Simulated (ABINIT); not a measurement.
Crystal: Al3Pd.

```
Pd Al
1.0
     3.94691    0.00000    0.00000
     0.00000    3.94691    0.00000
     0.00000    0.00000    3.94691
Pd Al
1 3
Direct
  0.00000 0.00000 0.00000
  0.50000 0.50000 0.00000
  0.50000 0.00000 0.50000
  0.00000 0.50000 0.50000
```

The cell comes from a database or a generator and needn't be the stable form of this composition.

```yaml
Program: ABINIT 10.8.3 (patched build)
Task: single point
Functional: PBEsol
Potentials_or_basis: PseudoDojo NC SR PBEsol v0.4.1 standard
Cutoff: 1116 eV
k_mesh: 7 × 7 × 7
Occupations: fermi-dirac, width 0.05 eV
Spin: no spin polarisation
```

On this cell: pressure -2.0 GPa; largest force zero by symmetry; band gap on the k mesh none (metal or under the smearing width).

The same run follows on a disturbed copy (atoms moved at random, drawn with an rms of 0.05 Å):

```xyz
4
Lattice="3.9469 0.0000 0.0000 0.0000 3.9469 0.0000 0.0000 0.0000 3.9469" Properties=species:S:1:pos:R:3 pbc="T T T"
Pd   -0.0030    0.0018    0.0085
Al    1.9197    1.9442    0.0799
Al    1.9327    0.0181    1.9685
Al   -0.0102    1.9869    1.9859
```

Task: What does the disturbed cell give?

Result: The energy (extrapolated to zero smearing) moves by +7.5 meV/atom; pressure -1.7 GPa; largest force 0.560 eV/Å; band gap on the k mesh none (metal or under the smearing width).

Forces in eV/Å, atoms in the order of the input:
```
Pd  -0.089 -0.032 -0.059
Al   0.206  0.199 -0.481
Al   0.146 -0.174  0.309
Al  -0.263  0.007  0.231
```

Stress tensor (GPa, compression positive):
```
-1.83  0.07 -0.12
 0.07 -1.71 -0.19
-0.12 -0.19 -1.69
```
